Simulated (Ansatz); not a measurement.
# AlCo3: further runs on the relaxed cell

The task, for AlCo3: fit an equation of state.

Program: Ansatz 0.2.0. Level of theory: DFT PBEsol, scalar-relativistic, plane waves, PAW. These are calculated values, not measurements.

### Step 1. The structure to begin with

The structure is hexagonal, space group P6_3/mmc (No. 194). Conventional cell: a = 5.001 Å, b = 5.001 Å, c = 4.043 Å, α = 90.00°, β = 90.00°, γ = 120.00°. Around Al (site symmetry -6m2) lie 12 Co at 2.49 to 2.50 Å. Around Co (site symmetry mm2) lie 8 Co at 2.48 to 2.52 Å and 4 Al at 2.49 to 2.50 Å.

Coordinates:

```cif
data_structure
_symmetry_space_group_name_H-M 'P6_3/mmc'
_symmetry_Int_Tables_number 194
_cell_length_a 5.0012
_cell_length_b 5.0012
_cell_length_c 4.0428
_cell_angle_alpha 90.000
_cell_angle_beta 90.000
_cell_angle_gamma 120.000
_cell_volume 87.57
loop_
_atom_site_label
_atom_site_type_symbol
_atom_site_symmetry_multiplicity
_atom_site_Wyckoff_symbol
_atom_site_fract_x
_atom_site_fract_y
_atom_site_fract_z
_atom_site_occupancy
Al1 Al 2 d 0.66667 0.33333 0.25000 1
Co1 Co 6 h 0.16520 0.33039 0.25000 1
```

It goes back to an entry of the Materials Project, which need not be the stable form.

It is the result of an earlier relaxation at this level (volume 10.95 Å³/atom; gap on the mesh: none (metal), site moments up to 1.3 μB).

### Step 2. Volume × 0.97

File input.yaml:

```yaml
crystal:
  lattice:
    - [4.9506344699, 0.0, 0.0]
    - [-2.4753172349, 4.2873752158, 0.0]
    - [0.0, 0.0, 4.0020053798]
  atoms:
    - { symbol: Al, position: [0.6666666667, 0.3333333333, 0.25] }
    - { symbol: Al, position: [0.3333333333, 0.6666666667, 0.75] }
    - { symbol: Co, position: [0.1651963165, 0.3303926331, 0.25], spin: 1.42 }
    - { symbol: Co, position: [0.6696073669, 0.8348036835, 0.25], spin: 1.42 }
    - { symbol: Co, position: [0.1651963165, 0.8348036835, 0.25], spin: 1.42 }
    - { symbol: Co, position: [0.8348036835, 0.6696073669, 0.75], spin: 1.42 }
    - { symbol: Co, position: [0.3303926331, 0.1651963165, 0.75], spin: 1.42 }
    - { symbol: Co, position: [0.8348036835, 0.1651963165, 0.75], spin: 1.42 }
basis:
  ecutwfc: 420
kpoints:
  mp_grid: { grid: [12, 12, 10] }
hamiltonian:
  xc: pbesol
scf:
  occupations: { method: gaussian, width: 0.1 }
output:
  forces: true
  stress: true
  eigenvalues: true
  populations: true
magnetization:
  spin_polarized: true
relax:
  adjacent_minimum: "off"
  f_tol: 0.01
  max_steps: 30
  cell: { stress_tol: 0.1, fix: [volume] }
```

The run is started by

```sh
$ ansatz run input.yaml --threads 2 --pin off --max-ram 5120MiB --backend cpu --events-out ev --progress --plain --runs-dir out
```

### Step 3. Point at V/V0 = 1.03

Changes to input.yaml since step 2:

```diff
@@ -2,5 +2,5 @@
   lattice:
-    - [4.9506344699, 0.0, 0.0]
-    - [-2.4753172349, 4.2873752158, 0.0]
-    - [0.0, 0.0, 4.0020053798]
+    - [5.0506742405, 0.0, 0.0]
+    - [-2.5253371202, 4.3740121985, 0.0]
+    - [0.0, 0.0, 4.0828757617]
   atoms:
```

### Step 4. The cell scaled to 0.94 of its volume

File input.yaml:

```yaml
crystal:
  lattice:
    - [4.9003609687, 0.0, 0.0]
    - [-2.4501804843, 4.2438370867, 0.0]
    - [0.0, 0.0, 3.9582148708]
  atoms:
    - { symbol: Al, position: [0.6666666667, 0.3333333333, 0.25] }
    - { symbol: Al, position: [0.3333333333, 0.6666666667, 0.75] }
    - { symbol: Co, position: [0.1653397124, 0.3306794247, 0.25], spin: 1.42 }
    - { symbol: Co, position: [0.6693205753, 0.8346602876, 0.25], spin: 1.42 }
    - { symbol: Co, position: [0.1653397124, 0.8346602876, 0.25], spin: 1.42 }
    - { symbol: Co, position: [0.8346602876, 0.6693205753, 0.75], spin: 1.42 }
    - { symbol: Co, position: [0.3306794247, 0.1653397124, 0.75], spin: 1.42 }
    - { symbol: Co, position: [0.8346602876, 0.1653397124, 0.75], spin: 1.42 }
basis:
  ecutwfc: 420
kpoints:
  mp_grid: { grid: [12, 12, 10] }
hamiltonian:
  xc: pbesol
scf:
  occupations: { method: gaussian, width: 0.1 }
output:
  forces: true
  stress: true
  eigenvalues: true
  populations: true
magnetization:
  spin_polarized: true
relax:
  adjacent_minimum: "off"
  f_tol: 0.01
  max_steps: 30
  cell: { stress_tol: 0.1, fix: [volume] }
```

### Step 5. Point at V/V0 = 1.06

File input.yaml:

```yaml
crystal:
  lattice:
    - [5.0976845397, 0.0, 0.0]
    - [-2.5488422698, 4.4147243119, 0.0]
    - [0.0, 0.0, 4.1246548131]
  atoms:
    - { symbol: Al, position: [0.6666666667, 0.3333333333, 0.25] }
    - { symbol: Al, position: [0.3333333333, 0.6666666667, 0.75] }
    - { symbol: Co, position: [0.1650527266, 0.3301054533, 0.25], spin: 1.42 }
    - { symbol: Co, position: [0.6698945467, 0.8349472734, 0.25], spin: 1.42 }
    - { symbol: Co, position: [0.1650527266, 0.8349472734, 0.25], spin: 1.42 }
    - { symbol: Co, position: [0.8349472734, 0.6698945467, 0.75], spin: 1.42 }
    - { symbol: Co, position: [0.3301054533, 0.1650527266, 0.75], spin: 1.42 }
    - { symbol: Co, position: [0.8349472734, 0.1650527266, 0.75], spin: 1.42 }
basis:
  ecutwfc: 420
kpoints:
  mp_grid: { grid: [12, 12, 10] }
hamiltonian:
  xc: pbesol
scf:
  occupations: { method: gaussian, width: 0.1 }
output:
  forces: true
  stress: true
  eigenvalues: true
  populations: true
magnetization:
  spin_polarized: true
relax:
  adjacent_minimum: "off"
  f_tol: 0.01
  max_steps: 30
  cell: { stress_tol: 0.1, fix: [volume] }
```

### Step 6. Volume × 0.91

File input.yaml:

```yaml
crystal:
  lattice:
    - [4.8484306009, 0.0, 0.0]
    - [-2.4242153004, 4.1988640689, 0.0]
    - [0.0, 0.0, 3.91441333]
  atoms:
    - { symbol: Al, position: [0.6666666667, 0.3333333333, 0.25] }
    - { symbol: Al, position: [0.3333333333, 0.6666666667, 0.75] }
    - { symbol: Co, position: [0.1655061259, 0.3310122518, 0.25], spin: 1.42 }
    - { symbol: Co, position: [0.6689877482, 0.8344938741, 0.25], spin: 1.42 }
    - { symbol: Co, position: [0.1655061259, 0.8344938741, 0.25], spin: 1.42 }
    - { symbol: Co, position: [0.8344938741, 0.6689877482, 0.75], spin: 1.42 }
    - { symbol: Co, position: [0.3310122518, 0.1655061259, 0.75], spin: 1.42 }
    - { symbol: Co, position: [0.8344938741, 0.1655061259, 0.75], spin: 1.42 }
basis:
  ecutwfc: 420
kpoints:
  mp_grid: { grid: [12, 12, 10] }
hamiltonian:
  xc: pbesol
scf:
  occupations: { method: gaussian, width: 0.1 }
output:
  forces: true
  stress: true
  eigenvalues: true
  populations: true
magnetization:
  spin_polarized: true
relax:
  adjacent_minimum: "off"
  f_tol: 0.01
  max_steps: 30
  cell: { stress_tol: 0.1, fix: [volume] }
```

(Steps that only read results are left out.)

Before running it: what results should come out? Wanted: equilibrium volume of the fit; bulk modulus.

The runs gave:

| quantity | value |
| --- | --- |
| equilibrium volume of the fit | 10.94 Å³/atom |
| bulk modulus | 210 GPa |
| its pressure derivative | 4.7 |

In words: The fit puts the minimum at 10.94 Å³/atom with B = 210 GPa and B' = 4.7.
